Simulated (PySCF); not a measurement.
# ZnSi: from the state search to spectroscopic constants

The task here is to estimate one member of a computed series from the others.

The runs use PySCF 2.14.0; Zn 6-31G(d,p), Si 6-31G(d,p), no relativity.

The first run:

Settings of the job:

```
atoms                         : Zn, Si
charge                        : 0
basis                         : Zn 6-31G(d,p), Si 6-31G(d,p)
Hamiltonian                   : no relativity
basis functions               : 52
electrons treated             : 44
masses in u                   : 63.9291, 27.9769
levels                        : PBE0, PBE, r²SCAN, M06, r²SCANh, PW91, HSE06, HF, MP2, SCS-MP2, CCSD, CCSD(T)
grid                          : 80 radial by 434 angular points
occupations                   : held fixed by the projection of orbital angular momentum
dissociation limit            : Zn + Si, each in its ground configuration
starting distance in angstrom : 2.305
values of 2S to try           : 0, 2
```

The run is started by

```sh
$ OMP_NUM_THREADS=1 python dia.py task.json out
```

Steps of the session up to this table: Input; PBE0 along the bond; Other states along the same grid; PBE (GGA); r²SCAN; M06 (hybrid meta-GGA); r²SCANh; PW91; HSE06 (range-separated hybrid); ROHF (mean field); MP2 and coupled cluster.

One of the session's tables, all rows but one given; the rest of the session is left out.

Energy (eV) from each level's lowest point:

```
R (Å)   ROHF  ROHF-MP2  ROHF-SCS-MP2  ROHF-CCSD  ROHF-CCSD(T)
1.994  1.080     0.615         0.691        n/a           n/a
2.086  0.647     0.283         0.340      0.374         0.339
2.179  0.364     0.097         0.134      0.157         0.133
2.248  0.223     0.027         0.050      0.064         0.048
2.318  0.128     0.000         0.009      0.016         0.008
2.388  0.066     0.004         0.000      0.000         0.000
2.480      ?         ?             ?          ?             ?
2.596  0.000     0.116         0.077      0.065         0.089
2.735  0.006     0.220         0.161      0.147         0.186
```

**Question.** Estimate the row for R (Å) = 2.480.

Worked estimate for «ROHF». A straight line through the neighbours (2.388, 0.066) and (2.596, 0.000) gives 0.066 + (0.000 − 0.066) × (2.480 − 2.388) / (2.596 − 2.388) = 0.037; a parabola fitted to 4 rows on both sides gives 0.025.

**Answer.** ROHF: 0.020; ROHF-MP2: 0.041; ROHF-SCS-MP2: 0.021; ROHF-CCSD: 0.014; ROHF-CCSD(T): 0.025. In «ROHF» the line misses by +0.017 and the parabola by +0.005.

State 3 has its PBE0 minimum 0.87 eV higher. The other levels ran on the lowest alone.
